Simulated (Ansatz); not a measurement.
# C2H6FNOSi: up Jacob's ladder to CCSD(T)

One table from this session's results is given with a row withheld; the runs are named, their logs left out.

Program: Ansatz 0.2.0, Gaussian basis. Level of theory: functionals in def2-TZVPP, the program's frozen cores in correlated methods. These are calculated values, not measurements.

Levels to be run: PBE-D4, r2SCAN-D4, PBE0-D4, B3LYP-D4, ωB97X-V, ωB97M-V, B2PLYP; CCSD(T)/def2-TZVPP; MP2/def2-QZVPP; extrapolation to the limit.

**The relaxed structure**

An earlier PBE0-D4 in a triple-zeta def2 set relaxation fixed the geometry.

SMILES `N[Si]1(F)COC1`, 12 atoms, charge 0, spin multiplicity 1.

Atoms are counted from 1 here; the program's logs count them from 0.

Bond lengths: N1–Si2 1.692 Å, N1–H7 1.006 Å, N1–H8 1.005 Å, Si2–F3 1.599 Å, Si2–C4 1.877 Å, Si2–C6 1.880 Å, C4–O5 1.444 Å, C4–H9 1.097 Å, C4–H10 1.094 Å, O5–C6 1.445 Å, C6–H11 1.094 Å, C6–H12 1.097 Å. Angles: Si2–N1–H7 122.1°, Si2–N1–H8 124.3°, H7–N1–H8 113.2°, N1–Si2–F3 104.1°, N1–Si2–C4 122.4°, N1–Si2–C6 124.5°, F3–Si2–C4 115.4°, F3–Si2–C6 113.9°, C4–Si2–C6 75.2°, Si2–C4–O5 89.6°, Si2–C4–H9 116.9°, Si2–C4–H10 118.8°, O5–C4–H9 111.0°, O5–C4–H10 110.7°, H9–C4–H10 108.4°, C4–O5–C6 105.1°, Si2–C6–O5 89.4°, Si2–C6–H11 118.8° and more.

The first run:

Input file in.yaml:

```yaml
crystal:
  periodic: [false, false, false]
  atoms:
    - {symbol: N, position_ang: [-0.939765, -0.746619, 1.589168]}
    - {symbol: Si, position_ang: [0.228981, -0.424787, 0.408244]}
    - {symbol: F, position_ang: [1.463826, -1.353764, 0.817518]}
    - {symbol: C, position_ang: [0.675269, 1.321481, -0.115364]}
    - {symbol: O, position_ang: [0.446051, 0.954891, -1.493054]}
    - {symbol: C, position_ang: [-0.109968, -0.377360, -1.439902]}
    - {symbol: H, position_ang: [-0.833690, -1.489904, 2.258009]}
    - {symbol: H, position_ang: [-1.837973, -0.298988, 1.634102]}
    - {symbol: H, position_ang: [-0.005176, 2.123099, 0.197078]}
    - {symbol: H, position_ang: [1.703378, 1.667176, 0.027431]}
    - {symbol: H, position_ang: [0.446510, -1.054096, -2.095088]}
    - {symbol: H, position_ang: [-1.160643, -0.376426, -1.754142]}
basis:
  gaussian: {orbitals: def2-TZVPP}
hamiltonian: {xc: pbe, dispersion: d4}
output: {forces: true, orbitals: {seedname: orbitals}}
```

On the command line:

```bash
ansatz run in.yaml --threads 4 --pin off --events-out ev --progress --plain --max-ram 10444MiB
```

Steps of the session up to this table: PBE-D4 (GGA); r2SCAN-D4 (meta-GGA); PBE0-D4 (hybrid); B3LYP-D4 (hybrid); ωB97X-V (range-separated); ωB97M-V (range-separated); B2PLYP (double hybrid); CCSD(T) in def2-TZVPP; MP2 in def2-QZVPP.

One of the session's tables, all rows but one given; the rest of the session is left out.

```
            method  atomisation energy (kJ/mol)
            PBE-D4                       4816.3
         r2SCAN-D4                       4706.3
           PBE0-D4                       4706.1
          B3LYP-D4                       4695.6
           ωB97X-V                            ?
           ωB97M-V                       4725.3
            B2PLYP                       4650.1
     HF/def2-TZVPP                       3301.9
    MP2/def2-TZVPP                       4673.7
   CCSD/def2-TZVPP                       4485.9
CCSD(T)/def2-TZVPP                       4563.4
           MP2/CBS                       4818.1
       CCSD(T)/CBS                       4707.8
```

**Question.** Estimate the row for ωB97X-V.

The run gave: atomisation energy (kJ/mol): 4725.6. In the column «atomisation energy (kJ/mol)» it lies between ωB97M-V (4725.3) and PBE-D4 (4816.3).
